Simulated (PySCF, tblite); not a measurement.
# C₃H₉BGeO₂: geometry, infrared bands and NMR shifts

What infrared bands and NMR shifts should C₃H₉BGeO₂ (`[GeH3][O]B1CCOC1`) show?

The runs use tblite 0.8.0 and PySCF 2.14.0, with density-fitted response routines of our own; the level of theory stands in each step. All values are computed, except where a source is named. Atoms count from 0, in the outputs and in this text.

### 1 The starting structure

16 atoms, charge 0, multiplicity 1; geometry from: force field or distance geometry start.

Bonds of the start (Å): Ge0–O1 1.81, O1–B2 1.46, B2–C3 1.55, C3–C4 1.52, C4–O5 1.41, O5–C6 1.42, C6–B2 1.57, Ge0–H7 1.55, Ge0–H8 1.55, Ge0–H9 1.55, C3–H10 1.12, C3–H11 1.10, C4–H12 1.11, C4–H13 1.12, C6–H14 1.11, C6–H15 1.12.

### 2 Geometry optimisation with GFN2-xTB

Job settings and geometry (Å):

```
{"job": {"kind": "relax", "xc": "GFN2-xTB", "basis": "xTB"}, "charge": 0, "multiplicity": 1}
Ge     2.730700     0.293400    -0.099900
O      1.177400     0.616800    -0.966800
B      0.150200     0.129400    -0.046900
C     -0.717300    -1.102900    -0.406600
C     -2.123900    -0.599300    -0.113800
O     -2.085400     0.470700     0.801600
C     -0.844600     1.134600     0.642100
H      3.910900     0.776000    -0.976700
H      2.753600     1.071000     1.243800
H      2.869200    -1.224500     0.176900
H     -0.457200    -1.947400     0.283700
H     -0.597100    -1.416300    -1.458000
H     -2.756300    -1.415300     0.298200
H     -2.587800    -0.242300    -1.068400
H     -0.981300     2.050300     0.025400
H     -0.448900     1.414900     1.654100
```

Started as:

```bash
OMP_NUM_THREADS=1 python probes_run.py task.json out
```

One launch serves the whole session: the jobs run in the order shown.

**Question.** This job is followed by: GFN2-xTB harmonic vibrations, gas phase; GIAO PBE0/pcSseg-1 NMR shielding, non-relativistic, gas phase. Predict these results of the whole session: strongest single infrared mode (GFN2-xTB); zero-point energy (GFN2-xTB); ¹³C shifts against TMS (PBE0/pcSseg-1); ¹H shifts against TMS (PBE0/pcSseg-1, means over atoms taken as alike); ⁷³Ge shifts against GeMe4 (PBE0/pcSseg-1); ¹⁷O shifts against H2O (PBE0/pcSseg-1); ¹¹B shifts against BF3·OEt2 (PBE0/pcSseg-1).

As calculated:

```
                                                              quantity                       value
                             strongest single infrared mode (GFN2-xTB)       1385 cm⁻¹, 647 km/mol
                                          zero-point energy (GFN2-xTB)               71.8 kcal/mol
                                ¹³C shifts against TMS (PBE0/pcSseg-1)        73.2, 63.3, 24.2 ppm
¹H shifts against TMS (PBE0/pcSseg-1, means over atoms taken as alike)  5.17, 4.11, 3.33, 1.01 ppm
                             ⁷³Ge shifts against GeMe4 (PBE0/pcSseg-1)                     -81 ppm
                                ¹⁷O shifts against H2O (PBE0/pcSseg-1)             136.0, 33.7 ppm
                           ¹¹B shifts against BF3·OEt2 (PBE0/pcSseg-1)                    58.6 ppm
```

**Reading.** Over 117 steps the energy fell by 1.117 eV; of the close pairs, O1–B2 changed most, 1.463 to 1.322 Å. No mode is imaginary among the 42: a minimum at this level. The strongest single mode, at 1385 cm⁻¹, moves mainly B2. Unscaled tight-binding wavenumbers are off by several per cent, some by more. Its intensities can rank the bands wrongly. The most deshielded carbon is C4 (sp3 CH2 bonded to O), at 73.2 ppm: pulled downfield by the heteroatom. At PBE0/pcSseg-1: The largest span, 390 ppm, is at O1, where the paramagnetic term is -200 ppm. Spin-orbit coupling is left out, which matters for shieldings and couplings at and beside the heavy atoms.
